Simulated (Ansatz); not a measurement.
**C2H3ClSi (SMILES ClC1=C[SiH2]1) at HF/STO-3G**

What is the electronic atomisation energy of C2H3ClSi at HF/STO-3G? 

The calculation is run with Ansatz 0.2.0.

57 further runs of the same task are left out: 57 set aside as unsound or not needed.

### Step 1. The molecule

The species is C2H3ClSi (7 atoms), meant as a singlet with charge 0. As SMILES, `ClC1=C[SiH2]1`. The coordinates come from a PBE0-D4/def2-TZVP relaxation.

Bond lengths: Cl1–C2 1.700 Å, C2–C3 1.327 Å, C2–Si4 1.804 Å, C3–Si4 1.819 Å, C3–H5 1.082 Å, Si4–H6 1.482 Å, Si4–H7 1.482 Å. Some angles: Cl1–C2–C3 135.8°, Cl1–C2–Si4 155.1°, C3–C2–Si4 69.2°, C2–C3–Si4 67.9°, C2–Si4–C3 43.0°, C2–C3–H5 137.0°, Si4–C3–H5 155.1°, C2–Si4–H6 121.6°, C2–Si4–H7 121.6°, C3–Si4–H6 121.6°.

### Step 2. A single-point energy at HF/STO-3G

Input file run.yaml:

```yaml
crystal:
  periodic: [false, false, false]
  atoms:
    - {symbol: Cl, position_ang: [-1.169200, -2.293300, 0.411500]}
    - {symbol: C, position_ang: [-0.358000, -0.819900, 0.163200]}
    - {symbol: C, position_ang: [0.836800, -0.330000, 0.466700]}
    - {symbol: Si, position_ang: [-0.185900, 0.871600, -0.438900]}
    - {symbol: H, position_ang: [1.727500, -0.673800, 0.975600]}
    - {symbol: H, position_ang: [-0.837800, 2.011300, 0.248800]}
    - {symbol: H, position_ang: [0.047800, 1.166200, -1.872600]}
basis:
  gaussian:
    orbitals: STO-3G
hamiltonian:
  xc: hf
accuracy: high
output:
  orbitals: {seedname: orbitals}
```

Run with:

```bash
$ ansatz run run.yaml --threads 1 --pin off --max-ram 3480MiB --events-out events.jsonl --progress --plain --runs-dir runs
```

The log of the run:

```text
Warning: RAYON_NUM_THREADS=1 ignored (pool sized by the plan → 1); use --threads N
Functional definition: HF
  name "HF"
  exchange = exact_x
  correlation = 0
617 factors; integrals over basis functions are off by at most 2.0e-8 eV
mean field evaluation 1: about -22220.0485 eV, gradient 1.6e1 eV
mean field evaluation 2: about -22220.1276 eV, gradient 1.6e1 eV
mean field evaluation 4: about -22221.3912 eV, gradient 2.6e0 eV
mean field evaluation 8: about -22221.4210 eV, gradient 2.1e-2 eV
mean field -22221.42098682 eV, -816.6221590456 hartree, gradient 8.2e-8 eV, S^2 0.000000; 0 other end points of the search recorded, 0 dependent functions left out
reference -22221.42098682 eV, -816.6221590456 hartree; 23, 23 occupied and 8, 8 virtual orbitals, 617 factors
Total energy: -22221.42098682 eV, -816.6221590456 hartree
```

Wall time 0.24 s (1 thread of Arm Neoverse V2, shared host).

### Step 3. The C atom, same level

Input file run.yaml:

```yaml
crystal:
  periodic: [false, false, false]
  atoms:
    - symbol: C
      position_ang: [0.000000, 0.000000, 0.000000]
basis:
  gaussian: {orbitals: STO-3G}
magnetization: {spin_polarized: true, initial_magnetization: 2}
hamiltonian: {xc: hf}
accuracy: high
```

Run the same way, it converges to -37.19839 Eh (log not shown).

### Step 4. The Cl atom, same level

Input file molecule.yaml:

```yaml
crystal:
  periodic: [false, false, false]
  atoms:
    - {symbol: Cl, position_ang: [0.000000, 0.000000, 0.000000]}
basis:
  gaussian: {orbitals: STO-3G}
magnetization: {spin_polarized: true, initial_magnetization: 1}
hamiltonian: {xc: hf}
accuracy: high
```

Run with:

```bash
$ ansatz run molecule.yaml --threads 1 --pin off --max-ram 3480MiB --events-out events.jsonl --progress --plain --runs-dir runs
```

The log of the run:

```text
Warning: RAYON_NUM_THREADS=1 ignored (pool sized by the plan → 1); use --threads N
[... 4 set-up lines as earlier in the session ...]
42 factors; integrals over basis functions are off by at most 4.6e-9 eV
mean field evaluation 1: about -12368.7208 eV, gradient 7.8e-1 eV
mean field evaluation 2: about -12368.7224 eV, gradient 7.8e-1 eV
mean field evaluation 4: about -12368.7232 eV, gradient 3.4e-6 eV
mean field evaluation 8: about -12368.7232 eV, gradient 9.1e-2 eV
mean field evaluation 16: about -12368.7232 eV, gradient 7.6e-14 eV
mean field -12368.72316544 eV, -454.5421925083 hartree, gradient 1.9e-13 eV, S^2 0.750000; 3 other end points of the search recorded, 0 dependent functions left out
reference -12368.72316544 eV, -454.5421925083 hartree; 9, 8 occupied and 0, 1 virtual orbitals, 42 factors
Total energy: -12368.72316544 eV, -454.5421925083 hartree
```

It took 0.04 s on 1 thread of Arm Neoverse V2, shared host.

### Step 5. The H atom, same level

Input file input.yaml:

```yaml
crystal:
  periodic: [false, false, false]
  atoms:
    - {symbol: H, position_ang: [0.000000, 0.000000, 0.000000]}
basis:
  gaussian:
    orbitals: STO-3G
magnetization:
  spin_polarized: true
  initial_magnetization: 1
hamiltonian:
  xc: hf
accuracy: high
```

Run with:

```bash
$ ansatz run input.yaml --threads 1 --pin off --max-ram 3480MiB --events-out events.jsonl --progress --plain --runs-dir runs
```

The log of the run:

```text
Warning: RAYON_NUM_THREADS=1 ignored (pool sized by the plan → 1); use --threads N
[... 4 set-up lines as earlier in the session ...]
1 factors; integrals over basis functions are off by at most 4.6e-10 eV
mean field evaluation 1: about -12.6963 eV, gradient 0.0e0 eV
mean field evaluation 2: about -12.6963 eV, gradient 0.0e0 eV
mean field -12.69633895 eV, -0.4665818504 hartree, gradient 0.0e0 eV, S^2 0.750000; 0 other end points of the search recorded, 0 dependent functions left out
reference -12.69633895 eV, -0.4665818504 hartree; 1, 0 occupied and 0, 1 virtual orbitals, 1 factors
Total energy: -12.69633895 eV, -0.4665818504 hartree
```

Wall time 0.02 s (1 thread of Arm Neoverse V2, shared host).

### Step 6. The Si atom, same level

Input file in.yaml:

```yaml
crystal:
  periodic: [false, false, false]
  atoms:
    - {symbol: Si, position_ang: [0.000000, 0.000000, 0.000000]}
basis:
  gaussian:
    orbitals: STO-3G
hamiltonian:
  xc: hf
magnetization:
  spin_polarized: true
  initial_magnetization: 2
accuracy: high
```

Run the same way, it converges to -285.46622 Eh (log not shown).

### Step 7. What came out

Level: HF/STO-3G.

```
                     quantity          value
       molecule: total energy  -816.62216 Eh
        molecule: HOMO energy       -8.09 eV
        molecule: LUMO energy        8.65 eV
      molecule: HOMO–LUMO gap       16.74 eV
         C atom: total energy   -37.19839 Eh
                 C atom: ⟨S²⟩          2.000
        Cl atom: total energy  -454.54219 Eh
                Cl atom: ⟨S²⟩          0.750
         H atom: total energy    -0.46658 Eh
                 H atom: ⟨S²⟩          0.750
        Si atom: total energy  -285.46622 Eh
                Si atom: ⟨S²⟩          2.000
electronic atomisation energy      22.238 eV
```

Taking the molecule apart into free atoms costs 22.24 eV (2146 kJ/mol), before zero-point energy and without spin-orbit coupling. Hartree–Fock lacks the correlation of the bonding pairs, which as a rule makes this value much too low; in minimal bases other errors can mask that. In a minimal basis such a difference can be off by several eV, whatever the method.
